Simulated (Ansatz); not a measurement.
Working through vertical spin-state energies of FH₅SSi₂, SMILES F[SiH2]S[SiH3]

Program: Ansatz 0.2.0, Python API.

The cells in order, each with its output:

```python
import ansatz as az
```

```python
SETTINGS = {
    "basis": "def2-TZVPP",
    "xc": "HF",
}
```

```python
geometry_ang = [
    ("F", (-1.8391, 2.4201, 0.3157)),
    ("Si", (-0.6322, 1.3838, 0.2248)),
    ("S", (-1.3848, -0.5429, -0.2096)),
    ("Si", (0.4729, -1.432, -0.2455)),
    ("H", (0.2702, 1.8218, -0.8632)),
    ("H", (0.0881, 1.3477, 1.5093)),
    ("H", (1.1638, -1.2465, 1.1168)),
    ("H", (1.3746, -0.8067, -1.2806)),
    ("H", (0.3606, -2.8878, -0.4988)),
]
fh5ssi2 = az.Crystal.molecule()
for symbol, xyz in geometry_ang:
    fh5ssi2 = fh5ssi2.atom(symbol, xyz)
```

```python
calc = (
    fh5ssi2.calculation()
    .basis(gaussian=SETTINGS["basis"])
    .functional(SETTINGS["xc"])
)
found = {}
for unpaired in [0, 2]:
    r = calc.spin("collinear", total=unpaired).run(threads=1, pin="off").report
    s = unpaired / 2
    found[unpaired] = r["free_energy_ev"]
    print(f"2S+1 = {unpaired + 1}: E = {found[unpaired]:.5f} eV, <S^2> = {abs(r['mean_field']['state']['spin_squared']):.3f} (pure state {s * (s + 1):.2f})")
lowest = min(found, key=found.get)
for unpaired, e in found.items():
    print(f"multiplicity {unpaired + 1}: {23.060548 * (e - found[lowest]):.1f} kcal/mol above the lowest")
```

    2S+1 = 1: E = -29332.19124 eV, <S^2> = 0.000 (pure state 0.00)
    2S+1 = 3: E = -29326.27171 eV, <S^2> = 2.016 (pure state 2.00)
    multiplicity 1: 0.0 kcal/mol above the lowest
    multiplicity 3: 136.5 kcal/mol above the lowest

In order: multiplicity 1 (+0.00 eV) and multiplicity 3 (+5.92 eV), all at the one geometry.

Total energies depend on the basis set; only differences at equal settings carry meaning. The geometry is a force-field or estimated start, not a minimum of this method, and the basis set is short of its limit. All parts are taken at fixed geometry, without zero-point energy. Hartree-Fock leaves correlation out, so it favours high-spin states too much. Finished in 92 s on 1 thread of Arm Neoverse V1, with other jobs on the host, peak memory 1 GiB.

(Lines on the test bed's own set-up are left out of the output.)
